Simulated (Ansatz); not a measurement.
# Mg2ZnS3: the cost of one run

Program: Ansatz 0.2.0. Level of theory: DFT PBE, scalar-relativistic, plane waves, PAW. These are calculated values, not measurements.

**1. The structure to begin with**

Symmetry: P-4m2, No. 115, tetragonal system. Conventional cell: a = 3.638 Å, b = 3.638 Å, c = 8.080 Å, α = 90.00°, β = 90.00°, γ = 90.00°. Around Mg (site symmetry 2mm) lie 7 S at 2.76 to 2.88 Å and 2 Zn at 2.78 Å. Zn (site symmetry -4m2) is surrounded by 4 S at 2.57 Å and 4 Mg at 2.78 Å. S (site symmetry 2mm) has 5 Mg at 2.76 to 2.88 Å as nearest neighbours. S (site symmetry -4m2) has 4 Zn at 2.57 Å and 4 Mg at 2.78 Å as nearest neighbours.

Structure file:

```
Mg Zn S
1.0
     3.63753    0.00000    0.00000
     0.00000    3.63753    0.00000
     0.00000    0.00000    8.08044
Mg Zn S
2 1 3
Direct
  0.50000 0.00000 0.73987
  0.00000 0.50000 0.26013
  0.50000 0.50000 0.00000
  0.50000 0.00000 0.38354
  0.00000 0.50000 0.61646
  0.00000 0.00000 0.00000
```

The cell is invented: species swapped into a database cell of Hf2GaSb3 (P-4m2, No. 115), with Mg on the Hf sites, Zn on the Ga sites and S on the Sb sites. Lengths come from tabulated atomic sizes and are only a guess.

**2. Probe: one point on a coarse mesh**

The input, input.yaml:

```yaml
crystal:
  lattice:
    - [3.63752568, 0.0, 0.0]
    - [0.0, 3.63752568, 0.0]
    - [0.0, 0.0, 8.08043502]
  atoms:
    - { symbol: Mg, position: [0.5, 0.0, 0.7398749] }
    - { symbol: Mg, position: [0.0, 0.5, 0.2601251] }
    - { symbol: Zn, position: [0.5, 0.5, 0.0] }
    - { symbol: S, position: [0.5, 0.0, 0.38354135] }
    - { symbol: S, position: [0.0, 0.5, 0.61645865] }
    - { symbol: S, position: [0.0, 0.0, 0.0] }
basis:
  ecutwfc: 420
kpoints:
  mp_grid: { grid: [6, 6, 2] }
hamiltonian:
  xc: pbe
scf:
  occupations: { method: gaussian, width: 0.1 }
  lower_state_search: "off"
output:
  forces: true
  stress: true
  eigenvalues: true
```

Started as:

```sh
> ansatz run input.yaml --threads 1 --pin off --max-ram 2560MiB --backend cpu --events-out ev --progress --plain --runs-dir out
```

Q: Estimate wall time and peak memory on 1 thread of Intel Xeon 6975P-C (Granite Rapids), shared host.

About 2.8 s, with a peak of 0.38 GiB.
